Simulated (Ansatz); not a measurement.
**CH6GeO (SMILES C[O][GeH3]): B3LYP/cc-pVDZ**

What is the electronic atomisation energy of CH6GeO at B3LYP/cc-pVDZ? 

The results are computed with Ansatz 0.2.0.

64 further runs of the same task are left out: 64 set aside as unsound or not needed.

### Step 1. The molecule

CH6GeO: 9 atoms, total charge 0, spin state singlet. As SMILES, `C[O][GeH3]`. The shape is that of a PBE0-D4/def2-TZVP optimisation.

Bond lengths: C1–O2 1.406 Å, O2–Ge3 1.779 Å, C1–H4 1.093 Å, C1–H5 1.099 Å, C1–H6 1.099 Å, Ge3–H7 1.542 Å, Ge3–H8 1.531 Å, Ge3–H9 1.542 Å. Some angles: C1–O2–Ge3 117.8°, O2–C1–H4 108.1°, O2–C1–H5 112.2°, O2–C1–H6 112.2°, O2–Ge3–H7 108.9°, O2–Ge3–H8 104.9°, O2–Ge3–H9 108.9°, H4–C1–H5 108.0°, H4–C1–H6 108.0°, H5–C1–H6 108.1°.

### Step 2. A single-point energy at B3LYP/cc-pVDZ

File job.yaml:

```yaml
crystal:
  periodic: [false, false, false]
  atoms:
    - {symbol: C, position_ang: [-0.461600, 0.939500, -0.879600]}
    - {symbol: O, position_ang: [-0.657300, -0.383600, -0.447300]}
    - {symbol: Ge, position_ang: [0.409500, -1.004400, 0.834300]}
    - {symbol: H, position_ang: [-1.194400, 1.152600, -1.661500]}
    - {symbol: H, position_ang: [0.540900, 1.094500, -1.301500]}
    - {symbol: H, position_ang: [-0.607700, 1.666800, -0.069200]}
    - {symbol: H, position_ang: [1.870200, -0.939000, 0.345100]}
    - {symbol: H, position_ang: [-0.054100, -2.444000, 1.070300]}
    - {symbol: H, position_ang: [0.242900, -0.128600, 2.092200]}
basis:
  gaussian: {orbitals: cc-pVDZ}
hamiltonian: {xc: {name: B3LYP}}
accuracy: high
output: {orbitals: {seedname: orbitals}}
```

The run is started by

```sh
$ ansatz run job.yaml --threads 1 --pin off --max-ram 3480MiB --events-out events.jsonl --progress --plain --runs-dir runs
```

The program printed:

```text
Warning: RAYON_NUM_THREADS=1 ignored (pool sized by the plan → 1); use --threads N
Functional definition: B3LYP
  name "B3LYP"
  parameter a0 = 0.2
  parameter ax = 0.72
  parameter ac = 0.81
  exchange = (1 - a0 - ax)*slater_x + ax*b88_x + a0*exact_x
  correlation = (1 - ac)*vwn_rpa_c + ac*lyp_c
2014 factors; integrals over basis functions are off by at most 4.4e-9 eV
mean field evaluation 1: about -59695.7332 eV, gradient 4.7e1 eV
mean field evaluation 2: about -59684.5591 eV, gradient 8.8e1 eV
mean field evaluation 4: about -59700.2423 eV, gradient 4.4e0 eV
mean field evaluation 8: about -59700.4109 eV, gradient 9.5e-2 eV
mean field evaluation 16: about -59700.4109 eV, gradient 4.3e-6 eV
mean field -59700.41088483 eV, -2193.9496336255 hartree, gradient 2.3e-8 eV, S^2 0.000000; 0 other end points of the search recorded, 0 dependent functions left out
reference -59700.41092620 eV, -2193.9496351459 hartree; 26, 26 occupied and 59, 59 virtual orbitals, 2014 factors
Total energy: -59700.41092620 eV, -2193.9496351459 hartree
```

Run time: 7.5 s. Hardware: 1 thread of Arm Neoverse V2, shared host; peak memory 0.3 GiB.

### Step 3. The C atom, same level

File input.yaml:

```yaml
basis:
  gaussian:
    orbitals: cc-pVDZ
crystal:
  periodic: [false, false, false]
  atoms:
    - {symbol: C, position_ang: [0.000000, 0.000000, 0.000000]}
magnetization:
  spin_polarized: true
  initial_magnetization: 2
hamiltonian:
  xc: {name: B3LYP}
accuracy: high
```

Run the same way, it converges to -37.85197 Eh (log not shown).

### Step 4. The Ge atom at the same level

File run.yaml:

```yaml
basis:
  gaussian:
    orbitals: cc-pVDZ
crystal:
  periodic: [false, false, false]
  atoms:
    - symbol: Ge
      position_ang: [0.000000, 0.000000, 0.000000]
magnetization:
  spin_polarized: true
  initial_magnetization: 2
hamiltonian:
  xc: {name: B3LYP}
accuracy: high
```

Run the same way, it converges to -2076.93718 Eh (log not shown).

### Step 5. The H atom at the same level

File molecule.yaml:

```yaml
crystal:
  periodic: [false, false, false]
  atoms:
    - {symbol: H, position_ang: [0.000000, 0.000000, 0.000000]}
basis:
  gaussian:
    orbitals: cc-pVDZ
magnetization:
  spin_polarized: true
  initial_magnetization: 1
hamiltonian:
  xc: {name: B3LYP}
accuracy: high
```

Run the same way, it converges to -0.50126 Eh (log not shown).

### Step 6. The O atom

File job.yaml:

```yaml
basis:
  gaussian: {orbitals: cc-pVDZ}
crystal:
  periodic: [false, false, false]
  atoms:
    - {symbol: O, position_ang: [0.000000, 0.000000, 0.000000]}
total_charge: 0
magnetization: {spin_polarized: true, initial_magnetization: 2}
hamiltonian: {xc: {name: B3LYP}}
accuracy: high
```

The run is started by

```sh
$ ansatz run job.yaml --threads 1 --pin off --max-ram 3480MiB --events-out events.jsonl --progress --plain --runs-dir runs
```

The program printed:

```text
Warning: RAYON_NUM_THREADS=1 ignored (pool sized by the plan → 1); use --threads N
Functional definition: B3LYP
  name "B3LYP"
  parameter a0 = 0.2
  parameter ax = 0.72
  parameter ac = 0.81
  exchange = (1 - a0 - ax)*slater_x + ax*b88_x + a0*exact_x
  correlation = (1 - ac)*vwn_rpa_c + ac*lyp_c
96 factors; integrals over basis functions are off by at most 1.3e-9 eV
mean field evaluation 1: about -2042.6034 eV, gradient 5.8e0 eV
mean field evaluation 2: about -2042.6780 eV, gradient 3.3e0 eV
mean field evaluation 4: about -2042.7179 eV, gradient 2.2e-2 eV
mean field evaluation 8: about -2042.7179 eV, gradient 1.6e-4 eV
mean field -2042.71785293 eV, -75.0684964915 hartree, gradient 7.8e-8 eV, S^2 2.001891; 0 other end points of the search recorded, 0 dependent functions left out
reference -2042.71786456 eV, -75.0684969188 hartree; 5, 3 occupied and 9, 11 virtual orbitals, 96 factors
Total energy: -2042.71786456 eV, -75.0684969188 hartree
```

Wall time 0.26 s (1 thread of Arm Neoverse V2, shared host).

### Step 7. What came out

Level: B3LYP/cc-pVDZ.

| quantity | value |
| --- | --- |
| molecule: total energy | -2193.94964 Eh |
| molecule: HOMO energy | -7.27 eV |
| molecule: LUMO energy | 0.38 eV |
| molecule: HOMO–LUMO gap | 7.65 eV |
| C atom: total energy | -37.85197 Eh |
| C atom: ⟨S²⟩ | 2.002 |
| Ge atom: total energy | -2076.93718 Eh |
| Ge atom: ⟨S²⟩ | 2.002 |
| H atom: total energy | -0.50126 Eh |
| H atom: ⟨S²⟩ | 0.750 |
| O atom: total energy | -75.06850 Eh |
| O atom: ⟨S²⟩ | 2.002 |
| electronic atomisation energy | 29.509 eV |

**Reading.** Taking the molecule apart into free atoms costs 29.51 eV (680 kcal/mol), before zero-point energy and without spin-orbit coupling.
